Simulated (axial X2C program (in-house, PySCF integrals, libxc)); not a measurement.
# HfC⁻: properties at the nuclei

Aim: properties at the nuclei of HfC⁻, with spin–orbit coupling in the Hamiltonian from the start.

The runs use an in-house X2C program for linear molecules on PySCF integrals; two-component X2C with atomic mean-field terms, Hf dyall-acv3z, C dyall-av3z.

All values are calculated.

### Step 1. The job

Input file task.json:

```json
{"zs": [72, 6], "q": -1, "bas": ["dyall-acv3z", "dyall-av3z"], "r0": 1.95, "levels": ["PBE0", "HF", "r2SCAN", "B3LYP", "BHandHLYP"], "nst": 3}
```

Keys: zs atomic numbers; q charge; bas basis sets; r0 starting distance in Å; levels methods (HF also brings MP2); nst determinants followed.

The run is started by

```
$ python soeom.py task.json out
```

The runs that follow: Expectation values, lowest determinant; Expectation values, a higher determinant; Expectation values, a higher determinant.

Before running it: what results should come out? Wanted: lowest determinant; Eeff magnitude; Ws magnitude Hf; A∥/gI Hf; qzz Hf; higher determinant (for each run or level that gives them).

The runs gave:

```
                                        quantity                                                 value
                              lowest determinant               Ω = 1/2 (excess of +ω over −ω: ω = 1/2)
                    Eeff magnitude (GV/cm), PBE0                                                  10.4
                     Ws magnitude Hf (kHz), PBE0                                                  22.2
                            A∥/gI Hf (MHz), PBE0                                                  1400
                             qzz Hf (a.u.), PBE0                                                 -7.04
                              higher determinant               Ω = 3/2 (excess of +ω over −ω: ω = 3/2)
Eeff magnitude (GV/cm), PBE0, higher determinant                                                  3.95
 Ws magnitude Hf (kHz), PBE0, higher determinant                                                  3.19
        A∥/gI Hf (MHz), PBE0, higher determinant                                                   283
         qzz Hf (a.u.), PBE0, higher determinant                                                 -7.75
                              higher determinant  Ω = 5/2 (excess of +ω over −ω: 2 × ω = 1/2, ω = 3/2)
Eeff magnitude (GV/cm), PBE0, higher determinant                                                  21.3
 Ws magnitude Hf (kHz), PBE0, higher determinant                                                  7.77
        A∥/gI Hf (MHz), PBE0, higher determinant                                                  2170
         qzz Hf (a.u.), PBE0, higher determinant                                                 -5.20
```

What this shows: In the first state, the effective field runs from 8.63 to 59.7 GV/cm over the mean-field levels, so the levels don't agree on it. The expectation values come from single determinants, which for open shells can mix terms of unlike spin or miss the lowest Ω, so a determinant need not be a state. Eeff is the effective electric field on the electron dipole moment in this Ω state and Ws the scalar–pseudoscalar constant (defined with the proton number Z and per Ω); A∥ is the parallel hyperfine constant, which follows by multiplying with the nuclear g factor gI = μI/(I μN); qzz is the electric field gradient, eQq0 = 234.96 MHz × Q/barn × qzz. The operators were transformed with the bare-nucleus X2C matrices.
